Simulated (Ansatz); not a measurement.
# AsH3+ (doublet): from Hartree-Fock to the top rungs at distance As1–H3 = 2.343 Å, 6-31G

How much of the correlation energy of AsH3+ (doublet) does each wave-function method recover here?

Method: 6-31G, core rule «outside noble gas», up to 14 orbitals frozen; program: Ansatz 0.2.0, Gaussian basis.

The runs, in order: UHF; CCSD(T) on ROHF; CCSD(T) on UHF; BCCD(T) on ROHF; CISD; CCSDT(Q) on ROHF; CCSDT(Q) on UHF; CASSCF and MRCISD+Q, 3 electrons in 3 orbitals; CASSCF and NEVPT2, 3 electrons in 3 orbitals; CASSCF and MRCISD+Q, 7 electrons in 7 orbitals; CASSCF and NEVPT2, 7 electrons in 7 orbitals; Full CI.

15 further runs of the same task are left out: 1 for a known fault of the program, 10 that didn't finish, 4 set aside as unsound or not needed.

## Step 1: The geometry

The geometry derives from a PBE0/def2-TZVP stationary point (not a proven minimum). One bond is set to the value named and the two fragments are kept rigid. No spin-orbit coupling is included. The filled d shell of As may be among the frozen orbitals whatever the setting's name suggests; the logs give the count.

4 atoms, charge 1, spin multiplicity 2.

Atoms are counted from 1 here; the program's logs count them from 0.

Bond lengths: As1–H2 1.497 Å, As1–H4 1.497 Å. Angles: H2–As1–H4 112.5°.

## Step 2: UHF

in.yaml reads:

```yaml
crystal:
  periodic: [false, false, false]
  atoms:
    - {symbol: As, position_ang: [0.005402, -0.009066, -0.019215]}
    - {symbol: H, position_ang: [1.441514, 0.004697, 0.402907]}
    - {symbol: H, position_ang: [-1.139964, 1.929522, 0.628598]}
    - {symbol: H, position_ang: [-0.703123, -1.260360, 0.396777]}
basis:
  gaussian: {orbitals: 6-31G}
total_charge: 1
magnetization: {spin_polarized: true, initial_magnetization: 1}
hamiltonian: {xc: hf}
output: {orbitals: {seedname: orbitals}}
```

The run is started by

```
> ansatz run in.yaml --threads 1 --pin off --events-out ev --progress --plain --max-ram 2393MiB
```

The runs that follow: CCSD(T) on ROHF; CCSD(T) on UHF; BCCD(T) on ROHF; CISD; CCSDT(Q) on ROHF; CCSDT(Q) on UHF; CASSCF and MRCISD+Q, 3 electrons in 3 orbitals; CASSCF and NEVPT2, 3 electrons in 3 orbitals; CASSCF and MRCISD+Q, 7 electrons in 7 orbitals; CASSCF and NEVPT2, 7 electrons in 7 orbitals; Full CI.

**Question.** What will the summary of the whole plan be? Wanted: FCI below the RHF energy; RMP2 from FCI; UMP2 from FCI; RCCSD from FCI; RCCSD(T) from FCI; UCCSD(T) from FCI; RCCSDT(Q) from FCI; UCCSDT(Q) from FCI; NEVPT2 pair from FCI.

As calculated:

```
                         quantity                                                                                                               value
         FCI below the RHF energy                                                                                                          -2.7568 eV
                    RMP2 from FCI                                                                                                     +22.29 kcal/mol
                    UMP2 from FCI                                                                                                     +24.28 kcal/mol
                   RCCSD from FCI                                                                                                      +1.87 kcal/mol
                RCCSD(T) from FCI                                                                                                      +0.54 kcal/mol
                UCCSD(T) from FCI                                                                                                      +0.80 kcal/mol
               RCCSDT(Q) from FCI                                                                                                      +0.01 kcal/mol
               UCCSDT(Q) from FCI                                                                                                      +0.03 kcal/mol
             NEVPT2 pair from FCI                                                                                                     +10.68 kcal/mol
           MRCISD+Q pair from FCI                                                                                                      -0.04 kcal/mol
          NEVPT2 valence from FCI                                                                                                      +2.67 kcal/mol
levels within 1 kcal/mol (43 meV)  RCCSD(T), UCCSD(T), BCCD(T), RCCSDT, UCCSDT, RCCSDT(Q), UCCSDT(Q), MRCISD+Q pair, MRCISD valence, MRCISD+Q valence
                    T1 diagnostic                                                                                                               0.024
   effectively unpaired electrons                                                                                                                1.23
```

In words: RCCSD(T) lands +0.54 kcal/mol from the yardstick (0.9 % of the correlation energy). The occupations show some static correlation. Of the multireference levels listed MRCISD+Q pair comes nearest in total energy (-0.04 kcal/mol), which doesn't show that its space is the better one. These misses are within one basis, not against nature; the frozen cores of restricted and unrestricted runs differ, which can shift their rows.
